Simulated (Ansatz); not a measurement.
# C2H6F2Si: energies of removing a hydrogen

Aim: energies of removing a hydrogen, for C2H6F2Si, run from a script.

Program: Ansatz 0.2.0 through its Python package. Level of theory: MP2/def2-SVP. These are calculated values, not measurements.

### 1 The structure

Bond lengths: F1–C2 1.322 Å, C2–C3 1.511 Å, C3–Si4 1.886 Å, Si4–F5 1.534 Å, C2–H6 1.107 Å, C2–H7 1.120 Å, C3–H8 1.032 Å, C3–H9 1.093 Å, Si4–H10 1.469 Å, Si4–H11 1.564 Å. Angles (14 of 18 angles, heavy atoms first): F1–C2–C3 106.8°, C2–C3–Si4 113.5°, C3–Si4–F5 110.7°, F1–C2–H6 109.6°, F1–C2–H7 108.5°, C3–C2–H6 110.6°, C3–C2–H7 113.8°, C2–C3–H8 111.4°, C2–C3–H9 107.0°, Si4–C3–H8 111.9°, Si4–C3–H9 103.7°, C3–Si4–H10 110.5°, C3–Si4–H11 108.5°, F5–Si4–H10 111.3°.

Input file c2h6f2si.xyz:

```xyz
11

F    -1.51710    1.25600    0.46060
C    -0.36310    1.34330   -0.17910
C    -0.06090   -0.03300   -0.72380
Si    0.44380   -1.27290    0.60430
F     1.68050   -0.77990    1.36600
H    -0.44900    2.07780   -1.00240
H     0.41040    1.72580    0.53550
H    -0.83760   -0.38630   -1.30410
H     0.83350    0.05890   -1.34500
H     0.67600   -2.59670    0.01030
H    -0.75120   -1.45000    1.59830
```

### 2 The script

File c2h6f2si_bde.py:

```python
'''Cost of removing each kind of hydrogen from C2H6F2Si, fragments frozen.'''

import ansatz as az

BASIS = 'def2-SVP'
METHOD = 'mp2'


def energy_of(molecule, charge=0, unpaired=0):
    calc = molecule.calculation().basis(gaussian=BASIS).correlation(METHOD)
    if charge:
        calc = calc.charge(charge)
    if unpaired:
        calc = calc.spin('collinear', total=unpaired)
    report = calc.run().report
    if report['published_state_doubts']:
        print('  doubts:', report['published_state_doubts'])
    return report['free_energy_ev']

def without(molecule, index):
    rest = az.Crystal.molecule()
    for i, site in enumerate(molecule.cartesian_sites):
        if i != index:
            rest = rest.atom(site.symbol, site.position_ang)
    return rest


def main() -> None:
    c2h6f2si = az.Crystal.molecule_from_extxyz('c2h6f2si.xyz')

    whole = energy_of(c2h6f2si, 0)
    hydrogen = energy_of(az.Crystal.molecule().atom('H', (0, 0, 0)), 0, 1)
    print(f'E(molecule) = {whole:.5f} eV, E(H) = {hydrogen:.5f} eV')
    for index in [6, 8, 10]:
        radical = energy_of(without(c2h6f2si, index), 0, 1)
        print(f'H{index}: homolysis {23.060548 * (radical + hydrogen - whole):.1f} kcal/mol')
        anion = energy_of(without(c2h6f2si, index), -1)
        print(f'H{index}: loss of a proton {23.060548 * (anion - whole):.1f} kcal/mol')


if __name__ == '__main__':
    main()
```

### 3 What the engine is handed

The package turns the script's settings into the engine's input (first run):

```yaml
crystal:
  periodic: [false, false, false]
  atoms:
    - { symbol: F, position_ang: [-1.5171, 1.256, 0.4606] }
    - { symbol: C, position_ang: [-0.3631, 1.3433, -0.1791] }
    - { symbol: C, position_ang: [-0.0609, -0.033, -0.7238] }
    - { symbol: Si, position_ang: [0.4438, -1.2729, 0.6043] }
    - { symbol: F, position_ang: [1.6805, -0.7799, 1.366] }
    - { symbol: H, position_ang: [-0.449, 2.0778, -1.0024] }
    - { symbol: H, position_ang: [0.4104, 1.7258, 0.5355] }
    - { symbol: H, position_ang: [-0.8376, -0.3863, -1.3041] }
    - { symbol: H, position_ang: [0.8335, 0.0589, -1.345] }
    - { symbol: H, position_ang: [0.676, -2.5967, 0.0103] }
    - { symbol: H, position_ang: [-0.7512, -1.45, 1.5983] }
basis:
  gaussian:
    orbitals: def2-SVP
correlation:
  method: mp2
```

### 4 Launch

On the command line:

```bash
$ python c2h6f2si_bde.py
```

Q: Predict the main results. Wanted: weakest bond to hydrogen among those tried; easiest loss of a proton among those tried.

The runs gave:

| quantity | value |
| --- | --- |
| weakest bond to hydrogen among those tried (homolysis) | H10 (counted from 0), 92.2 kcal/mol |
| easiest loss of a proton among those tried | H8, 408.0 kcal/mol |
| runs compared | 8 |

What this shows: Atoms are numbered as in the script, from 0. The fragments aren't relaxed and zero-point energy is left out, so these aren't bond dissociation enthalpies. Losing a bare proton in the gas phase costs far more than homolysis, as charges must be parted. All 8 runs converged, in 8 to 17 cycles. The geometry is a force-field or estimated start, not a minimum of this method, and the basis set is short of its limit. All parts are taken at fixed geometry, without zero-point energy. Anions want diffuse functions, which this basis lacks.
